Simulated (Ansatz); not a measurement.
Working through a rigid scan of one bond length of CH6OSSi, SMILES C[SiH](O)S

Computed with Ansatz 0.2.0 through its Python package.

The cells in order, each with its output:

In [1]:
```python
from dataclasses import dataclass

import ansatz as az
import numpy as np


@dataclass(frozen=True)
class RunConfig:
    basis_set: str = "def2-SVP"
    method: str = "mp2"
```

In [2]:
```python
opts = RunConfig()
```

In [3]:
```python
GEOMETRY = """
C    -0.93720    0.86090   -0.39570
Si   -0.08580   -0.55170    0.26580
O     0.73110   -0.22790    1.64170
S     1.45090   -1.18920   -1.15610
H    -1.50700    0.65010   -1.35380
H    -1.73420    1.28500    0.30240
H    -0.27930    1.73880   -0.61830
H    -0.96280   -1.65770    0.53240
H     1.36350   -0.92150    1.98830
H     2.04400   -0.03790   -1.20390
"""
```

In [4]:
```python
mol = az.Crystal.molecule()
for line in GEOMETRY.strip().splitlines():
    symbol, *xyz = line.split()
    mol = mol.atom(symbol, [float(v) for v in xyz])
```

In [5]:
```python
symbols = [site.symbol for site in mol.cartesian_sites]
start = np.array([site.position_ang for site in mol.cartesian_sites])
axis = (start[0] - start[1]) / np.linalg.norm(start[0] - start[1])
moving = [0, 4, 5, 6]
lengths, energies = [1.51, 1.63, 1.78, 1.95, 2.22, 2.67, 3.2, 3.91], []
for length in lengths:
    xyz = start.copy()
    xyz[moving] += (length - np.linalg.norm(start[0] - start[1])) * axis
    point = az.Crystal.molecule()
    for symbol, place in zip(symbols, xyz):
        point = point.atom(symbol, place.tolist())
    calc = (
        point.calculation()
        .basis(gaussian=opts.basis_set)
        .correlation(opts.method)
    )
    r = calc.run().report
    energies.append(r["free_energy_ev"])
    print(f"r = {length:6.3f} A  E = {energies[-1]:.5f} eV  <S^2> = {abs(r['mean_field']['state']['spin_squared']):.3f}")
```
```text
r =  1.510 A  E = -21849.19059 eV  <S^2> = 0.000
r =  1.630 A  E = -21850.60262 eV  <S^2> = 0.000
r =  1.780 A  E = -21851.27834 eV  <S^2> = 0.000
r =  1.950 A  E = -21851.25175 eV  <S^2> = 0.000
r =  2.220 A  E = -21850.47658 eV  <S^2> = 0.000
r =  2.670 A  E = -21848.79574 eV  <S^2> = 0.000
r =  3.200 A  E = -21847.23020 eV  <S^2> = 0.000
r =  3.910 A  E = -21846.07985 eV  <S^2> = 0.000
```

In [6]:
```python
print("energy above the lowest point (eV):", [round(e - min(energies), 3) for e in energies])
```
```text
energy above the lowest point (eV): [2.088, 0.676, 0.0, 0.027, 0.802, 2.483, 4.048, 5.198]
```

What to keep in mind:
- Total energies depend on the basis set; only differences at equal settings carry meaning.
- The rest of the molecule is held rigid at a force-field or estimated start geometry, and the basis set is modest; single-reference methods fail as a bond breaks.
- The orbitals are restricted, so S² is zero by construction.
- Toward dissociation an unrestricted state can lie under the restricted one, by tenths of an eV for polar bonds under a functional and by 1 to 2 eV or more for others.
- S² is that of the Hartree-Fock reference.
- It ran for 12 s on 1 thread of Arm Neoverse V1, on a shared host, peak memory 0.26 GiB.
